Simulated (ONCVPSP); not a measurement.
# Ta: the cost of one run

Program: ONCVPSP 4.0.1.1 (patched build). Reference atom: PBE, scalar-relativistic, spherical and spin-unpolarised. All values are calculated.

### Step 1. Settings

The settings as typed:

| Property | Result |
| --- | --- |
| element | tantalum (Ta, Z = 73) |
| type | optimised norm-conserving Vanderbilt (ONCV) |
| frozen core | [Kr] 4d10 4f14 |
| valence charge | 13 |
| reference configuration | 5s2 5p6 5d3 (charge +2) |
| partial waves | 5s: rc 1.60 bohr, ncon 4, nbas 8, qcut 7.1 1/bohr, 1 projector; 5p: rc 1.38 bohr, ncon 3, nbas 6, qcut 5.4 1/bohr, 1 projector; 5d: rc 1.95 bohr, ncon 4, nbas 8, qcut 4.9 1/bohr, 2 projectors, debl 2.2 Ha |
| local potential | polynomial inside 1.38 bohr (lpopt 2, dvloc0 2 Ha) |
| core correction | Teter function, fcfact 6, rcfact 1.2 |

The nodes and maxima of the atom's own shells, from an earlier all-electron run, set the scale for the radii.

All-electron outer shells of the reference configuration (PBE, scalar-relativistic, ld1.x):

```json
{"shell": "5p", "level (eV)": "-54.95", "outermost node (bohr)": "0.58", "outermost maximum (bohr)": "1.13"}
{"shell": "4f", "level (eV)": "-40.27", "outermost node (bohr)": "–", "outermost maximum (bohr)": "0.44"}
{"shell": "6s", "level (eV)": "-18.43", "outermost node (bohr)": "1.31", "outermost maximum (bohr)": "2.58"}
{"shell": "5d", "level (eV)": "-18.31", "outermost node (bohr)": "0.65", "outermost maximum (bohr)": "1.54"}
{"shell": "6p", "level (eV)": "-12.54", "outermost node (bohr)": "1.56", "outermost maximum (bohr)": "3.23"}
```

### Step 2. Generating the potential

File Ta.dat:

```
# ATOM AND REFERENCE CONFIGURATION
# atsym  z   nc   nv     iexc    psfile
  Ta 73.00   10    3        4      upf
#
#   n    l    f
    1    0    2.00
    2    0    2.00
    2    1    6.00
    3    0    2.00
    3    1    6.00
    3    2   10.00
    4    0    2.00
    4    1    6.00
    4    2   10.00
    4    3   14.00
    5    0    2.00
    5    1    6.00
    5    2    3.00
#
# PSEUDOPOTENTIAL AND OPTIMIZATION
# lmax
    2
#
#   l,   rc,      ep,       ncon, nbas, qcut
    0    1.60    0.00    4    8    7.10
    1    1.38    0.00    3    6    5.40
    2    1.95    0.00    4    8    4.90
#
# LOCAL POTENTIAL
# lloc, lpopt,  rc(5),   dvloc0
    4    2    1.38    2.00
#
# VANDERBILT-KLEINMAN-BYLANDER PROJECTORs
# l, nproj, debl
    0    1    0.50
    1    1    2.00
    2    2    2.20
#
# MODEL CORE CHARGE
# icmod, fcfact, rcfact
    3    6.00    1.20
#
# LOG DERIVATIVE ANALYSIS
# epsh1, epsh2, depsh
   -5.00    5.00    0.04
#
# OUTPUT GRID
# rlmax, drl
    6.00    0.01
#
# TEST CONFIGURATIONS
# ncnf
    4
# nvcnf
#   n    l    f
    4
    5    0    2.00
    5    1    6.00
    5    2    3.00
    6    0    2.00
#
    4
    5    0    2.00
    5    1    6.00
    5    2    3.00
    6    0    1.00
#
    3
    5    0    2.00
    5    1    6.00
    5    2    2.00
#
    4
    5    0    1.00
    5    1    6.00
    5    2    3.00
    6    0    2.00
#
```

Launch:

```
$ oncvpsp.x < Ta.dat > Ta.out
```

**Question.** How long does this run take on 1 thread of Neoverse-V2, shared host?

About 3.1 s.
